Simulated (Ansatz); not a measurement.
Write a Python script for Ansatz 0.2.0, Python API that makes a geometry optimisation of C3H7NTe, SMILES CC=NC[TeH]. Settings: PBE0, def2-SVP basis, multiplicity 1.

```yaml
atoms:
  - { symbol: C, position_ang: [-1.4572, -0.1827, 0.6506] }
  - { symbol: C, position_ang: [-0.1610, 0.1750, 1.2230] }
  - { symbol: N, position_ang: [0.9238, -0.0337, 0.5902] }
  - { symbol: C, position_ang: [1.1501, -0.5554, -0.7411] }
  - { symbol: Te, position_ang: [0.7084, 0.9628, -2.2125] }
  - { symbol: H, position_ang: [-2.2980, 0.1477, 1.3668] }
  - { symbol: H, position_ang: [-1.6449, 0.4482, -0.2851] }
  - { symbol: H, position_ang: [-1.5466, -1.2061, 0.4153] }
  - { symbol: H, position_ang: [-0.1154, 0.6053, 2.2698] }
  - { symbol: H, position_ang: [2.1190, -0.9187, -0.8633] }
  - { symbol: H, position_ang: [0.3867, -1.4305, -0.8696] }
  - { symbol: H, position_ang: [2.0122, 1.9330, -1.5103] }
```

The script, `opt_c3h7nte.py`:
```python
"""Relax the C3H7NTe molecule."""

import logging
import sys

import ansatz as az
import numpy as np

logging.basicConfig(stream=sys.stdout, format="%(name)s: %(message)s")
logger = logging.getLogger("ansatz_job")
logger.setLevel(logging.INFO)

params = {
    "basis": "def2-SVP",
    "xc": "pbe0",
}

geometry_ang = [
    ("C", (-1.4572, -0.1827, 0.6506)),
    ("C", (-0.161, 0.175, 1.223)),
    ("N", (0.9238, -0.0337, 0.5902)),
    ("C", (1.1501, -0.5554, -0.7411)),
    ("Te", (0.7084, 0.9628, -2.2125)),
    ("H", (-2.298, 0.1477, 1.3668)),
    ("H", (-1.6449, 0.4482, -0.2851)),
    ("H", (-1.5466, -1.2061, 0.4153)),
    ("H", (-0.1154, 0.6053, 2.2698)),
    ("H", (2.119, -0.9187, -0.8633)),
    ("H", (0.3867, -1.4305, -0.8696)),
    ("H", (2.0122, 1.933, -1.5103)),
]
c3h7nte = az.Crystal.molecule()
for symbol, xyz in geometry_ang:
    c3h7nte = c3h7nte.atom(symbol, xyz)

calc = (
    c3h7nte.calculation()
    .basis(gaussian=params["basis"])
    .functional(params["xc"])  # exchange and correlation
)
symbols = [site.symbol for site in c3h7nte.cartesian_sites]
start = np.array([site.position_ang for site in c3h7nte.cartesian_sites], dtype=float)
summary = calc.relax(force_tolerance=0.01, max_steps=100).run(threads=1, backend="cpu").report
end = np.array(summary["positions_ang"])

logger.info(f"E = {summary['free_energy_ev']:.6f} eV = {summary['free_energy_ev'] / 27.211386246:.7f} Ha")
print("converged:", summary["converged"], " doubts:", summary["published_state_doubts"] or "none")

logger.info("bond        before    after (A)")
for i, j in [(0, 1), (0, 5), (0, 6), (0, 7), (1, 2), (1, 8), (2, 3), (3, 4), (3, 9), (3, 10), (4, 11)]:
    d0, d1 = (np.linalg.norm(xyz[i] - xyz[j]) for xyz in (start, end))
    print(f"{symbols[i]}{i}-{symbols[j]}{j}".ljust(10), f"{d0:8.4f} {d1:8.4f}")
with open("c3h7nte_opt.xyz", "w") as handle:
    handle.write(f"{len(symbols)}\nrelaxed C3H7NTe\n")
    handle.writelines(f"{s:2s} {x:11.6f} {y:11.6f} {z:11.6f}\n" for s, (x, y, z) in zip(symbols, end))
```

```console
$ python opt_c3h7nte.py
ansatz_job: E = -11998.439393 eV = -440.9345149 Ha
converged: True  doubts: none
ansatz_job: bond        before    after (A)
C0-C1        1.4614   1.4988
C0-H5        1.1528   1.0976
C0-H6        1.1440   1.1045
C0-H7        1.0539   1.1029
C1-N2        1.2731   1.2728
C1-H8        1.1327   1.1019
N2-C3        1.4477   1.4212
C3-Te4       2.1599   2.1962
C3-H9        1.0420   1.0971
C3-H10       1.1684   1.1063
Te4-H11      1.7704   1.6636
```

It writes `c3h7nte_opt.xyz`:
```text
12
relaxed C3H7NTe
C    -1.494324   -0.186518    0.674320
C    -0.145604    0.179568    1.215901
N     0.981587    0.057107    0.637584
C     1.069182   -0.519392   -0.658427
Te    0.853262    0.976544   -2.251741
H    -2.281346   -0.034155    1.424118
H    -1.728915    0.435358   -0.207781
H    -1.531714   -1.237840    0.343242
H    -0.118728    0.628989    2.221629
H     2.062626   -0.956653   -0.818195
H     0.299378   -1.273690   -0.908022
H     2.111695    1.875582   -1.638829
```

Total energies depend on the basis set; only differences at equal settings carry meaning. The end point is the stationary point reached from this start; no frequency run checks that it is a minimum, and the basis set is modest. def2 sets replace the cores of elements past krypton by effective core potentials. It ran for 120 s on 1 thread of Arm Neoverse V1, with other jobs on the host, peak memory 0.37 GiB.

(Lines on the test bed's own set-up are left out of the output.)
